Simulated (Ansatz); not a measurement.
**CClFInN: a rigid scan of the bond length In3–F4**

How does the energy rise as the bond length In3–F4 leaves its equilibrium value, and do density functionals follow CCSD(T)? No other atom is relaxed.

Method: single points in def2-TZVPP; program: Ansatz 0.2.0, Gaussian basis.

Levels: PBE-D4, r2SCAN-D4, PBE0-D4, B3LYP-D4, wB97M-V, Hartree-Fock, MP2, CCSD, CCSD(T). The scan takes 1.693, 1.760, 1.858, 1.972, 2.099, 2.236, 2.381, 2.534, 2.693 Å.

Cores are frozen in the correlated methods. Filled d shells of the heavier atoms are correlated. Core potentials replace the inner electrons past krypton, and spin-orbit coupling is left out. B3LYP uses VWN-RPA correlation.

28 further runs of the same task are left out: 28 set aside as unsound or not needed.

**1. Starting geometry**

The minimum, relaxed at PBE0-D4: SMILES `N#[C][In]([F])[Cl]`, 5 atoms, charge 0, spin multiplicity 1.

Atoms are counted from 1 here; the program's logs count them from 0.

Bond lengths: N1–C2 1.152 Å, C2–In3 2.082 Å, In3–F4 1.924 Å, In3–Cl5 2.280 Å. Angles: N1–C2–In3 178.9°, C2–In3–F4 118.2°, C2–In3–Cl5 125.8°, F4–In3–Cl5 115.9°.

Geometry (Å):

```xyz
5
CClFInN
N    -1.3926    1.4514    1.6488
C    -0.7819    0.7844    0.9349
In    0.3304   -0.3896   -0.3764
F     0.4344   -2.2809   -0.0397
Cl    1.4597    0.3610   -2.2091
```

Energies of the minimum (eV), from earlier single points: PBE-D4 -22933.98378, r2SCAN-D4 -22943.05725, PBE0-D4 -22934.77563, B3LYP-D4 -22946.78882, wB97M-V -22941.33793, CCSD(T) -22904.61259.

At the minimum the bond length In3–F4 is 1.924 Å.

**2. In3–F4 = 1.693 Å**

Input file ccsdt-tzvpp/in.yaml:

```yaml
crystal:
  periodic: [false, false, false]
  atoms:
    - {symbol: N, position_ang: [-1.392608, 1.451352, 1.648783]}
    - {symbol: C, position_ang: [-0.781871, 0.784371, 0.934852]}
    - {symbol: In, position_ang: [0.330374, -0.389556, -0.376358]}
    - {symbol: F, position_ang: [0.421915, -2.053920, -0.080111]}
    - {symbol: Cl, position_ang: [1.459708, 0.360989, -2.209062]}
basis:
  gaussian: {orbitals: def2-TZVPP}
correlation: {method: ccsd_t}
```

The command line of these runs was not kept.

Further steps of the session: In3–F4 = 1.760 Å; In3–F4 = 1.858 Å; In3–F4 = 1.972 Å; In3–F4 = 2.099 Å; In3–F4 = 2.236 Å; In3–F4 = 2.381 Å; In3–F4 = 2.534 Å; In3–F4 = 2.693 Å.

Q: Predict the outcome of this session. Wanted: highest point, CCSD(T); lowest point, CCSD(T); minimum along the scan, CCSD(T); RMS deviation from CCSD(T); largest T1 diagnostic.

As calculated:

```
                       quantity                                                                                                  value
         highest point, CCSD(T)                                                                                    2408 meV at 2.693 Å
          lowest point, CCSD(T)                                                                                       0 meV at 1.924 Å
minimum along the scan, CCSD(T)                                                                                                1.923 Å
                curvature there                                                                                             23.9 eV/Å²
     RMS deviation from CCSD(T)  PBE-D4 243, r2SCAN-D4 81, PBE0-D4 49, B3LYP-D4 142, wB97M-V 12, Hartree-Fock 157, MP2 30, CCSD 58 meV
          largest T1 diagnostic                                                                                                  0.024
```

In words: A polynomial through the near points puts the CCSD(T) minimum 0.001 Å below the PBE0-D4 value. The third derivative is negative, the usual anharmonicity of a bond. Curvature against CCSD(T): PBE-D4 -16 %, Hartree-Fock +10 %. wB97M-V follows the CCSD(T) curve best and PBE-D4 worst.
